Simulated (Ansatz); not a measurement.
# GaCl3 (SMILES [Cl][Ga]([Cl])[Cl]) at PBE0/aug-cc-pVDZ

What is the electronic atomisation energy of GaCl3 at PBE0/aug-cc-pVDZ? 

The calculation is run with Ansatz 0.2.0.

23 further runs of the same task are left out: 1 that didn't finish, 22 set aside as unsound or not needed.

## Step 1: Starting point

GaCl3: 4 atoms, total charge 0, spin state singlet. SMILES: `[Cl][Ga]([Cl])[Cl]`. Geometry: relaxed at PBE0-D4/def2-TZVP.

Bond lengths: Cl1–Ga2 2.112 Å, Ga2–Cl3 2.112 Å, Ga2–Cl4 2.112 Å. Angles: Cl1–Ga2–Cl3 120.0°, Cl1–Ga2–Cl4 120.0°, Cl3–Ga2–Cl4 120.0°.

## Step 2: The energy at PBE0/aug-cc-pVDZ

in.yaml reads:

```yaml
crystal:
  periodic: [false, false, false]
  atoms:
    - {symbol: Cl, position_ang: [0.866700, 0.371400, 1.887500]}
    - {symbol: Ga, position_ang: [0.013800, -0.015100, -0.005100]}
    - {symbol: Cl, position_ang: [-0.090300, -1.995000, -0.731600]}
    - {symbol: Cl, position_ang: [-0.734700, 1.578300, -1.171100]}
basis:
  gaussian:
    orbitals: aug-cc-pVDZ
hamiltonian:
  xc: {name: PBE0}
accuracy: high
output:
  orbitals: {seedname: orbitals}
```

The run is started by

```sh
$ ansatz run in.yaml --threads 1 --pin off --max-ram 3480MiB --events-out events.jsonl --progress --plain --runs-dir runs
```

The log of the run:

```text
Warning: RAYON_NUM_THREADS=1 ignored (pool sized by the plan → 1); use --threads N
Functional definition: PBE0
  name "PBE0"
  parameter a = 0.25
  parameter kappa = 0.804
  parameter beta = 0.06672455060314922
  exchange = (1 - a)*pbe_x(kappa = kappa, mu = beta*pi^2/3) + a*exact_x
  correlation = pbe_c(beta = beta)
2315 factors; integrals over basis functions are off by at most 3.7e-9 eV
mean field evaluation 1: about -89929.6716 eV, gradient 2.2e1 eV
mean field evaluation 2: about -89929.4246 eV, gradient 2.4e1 eV
mean field evaluation 4: about -89930.9512 eV, gradient 2.6e-1 eV
mean field evaluation 8: about -89931.0318 eV, gradient 2.8e-2 eV
mean field evaluation 16: about -89931.0318 eV, gradient 8.8e-7 eV
mean field -89931.03175664 eV, -3304.9044596138 hartree, gradient 3.4e-8 eV, S^2 0.000000; 0 other end points of the search recorded, 0 dependent functions left out
reference -89931.03176020 eV, -3304.9044597448 hartree; 41, 41 occupied and 76, 76 virtual orbitals, 2315 factors
Total energy: -89931.03176020 eV, -3304.9044597448 hartree
```

Wall time 34 s (1 thread of Arm Neoverse N1, shared host); peak memory 0.52 GiB.

## Step 3: The Cl atom, same level

job.yaml reads:

```yaml
crystal:
  periodic: [false, false, false]
  atoms:
    - symbol: Cl
      position_ang: [0.000000, 0.000000, 0.000000]
basis:
  gaussian:
    orbitals: aug-cc-pVDZ
magnetization:
  spin_polarized: true
  initial_magnetization: 1
accuracy: high
hamiltonian:
  xc: {name: PBE0}
```

Run the same way, it converges to -459.99242 Eh (log not shown).

## Step 4: The Ga atom at the same level

input.yaml reads:

```yaml
crystal:
  periodic: [false, false, false]
  atoms:
    - symbol: Ga
      position_ang: [0.000000, 0.000000, 0.000000]
basis:
  gaussian: {orbitals: aug-cc-pVDZ}
magnetization: {spin_polarized: true, initial_magnetization: 1}
hamiltonian: {xc: {name: PBE0}}
accuracy: high
```

The run is started by

```sh
$ ansatz run input.yaml --threads 1 --pin off --max-ram 3480MiB --events-out events.jsonl --progress --plain --runs-dir runs
```

The log of the run, cut to the lines that bear on the results:

```text
Warning: RAYON_NUM_THREADS=1 ignored (pool sized by the plan → 1); use --threads N
[... 7 set-up lines as earlier in the session ...]
347 factors; integrals over basis functions are off by at most 3.6e-9 eV
mean field evaluation 1: about -52368.8960 eV, gradient 1.9e0 eV
mean field evaluation 2: about -52368.9365 eV, gradient 3.6e-1 eV
mean field evaluation 4: about -52368.9324 eV, gradient 3.8e-1 eV
mean field evaluation 8: about -52368.9340 eV, gradient 1.8e-3 eV
mean field evaluation 16: about -52368.9340 eV, gradient 5.8e-9 eV
mean field evaluation 32: about -52368.9336 eV, gradient 1.8e-1 eV
mean field -52368.93399614 eV, -1924.5228274198 hartree, gradient 7.0e-9 eV, S^2 0.753594; 1 other end points of the search recorded, 0 dependent functions left out
reference -52368.93399985 eV, -1924.5228275563 hartree; 16, 15 occupied and 20, 21 virtual orbitals, 347 factors
Total energy: -52368.93399985 eV, -1924.5228275563 hartree
```

It took 6 s on 1 thread of Arm Neoverse N1, shared host; peak memory 0.11 GiB.

## Step 5: What came out

At PBE0/aug-cc-pVDZ:

```
                     quantity           value
       molecule: total energy  -3304.90446 Eh
        molecule: HOMO energy        -9.50 eV
        molecule: LUMO energy        -2.18 eV
      molecule: HOMO–LUMO gap         7.33 eV
        Cl atom: total energy   -459.99242 Eh
                Cl atom: ⟨S²⟩           0.753
        Ga atom: total energy  -1924.52283 Eh
                Ga atom: ⟨S²⟩           0.754
electronic atomisation energy       11.003 eV
```

**Reading.** Taking the molecule apart into free atoms costs 11.00 eV (1062 kJ/mol), before zero-point energy and without spin-orbit coupling.
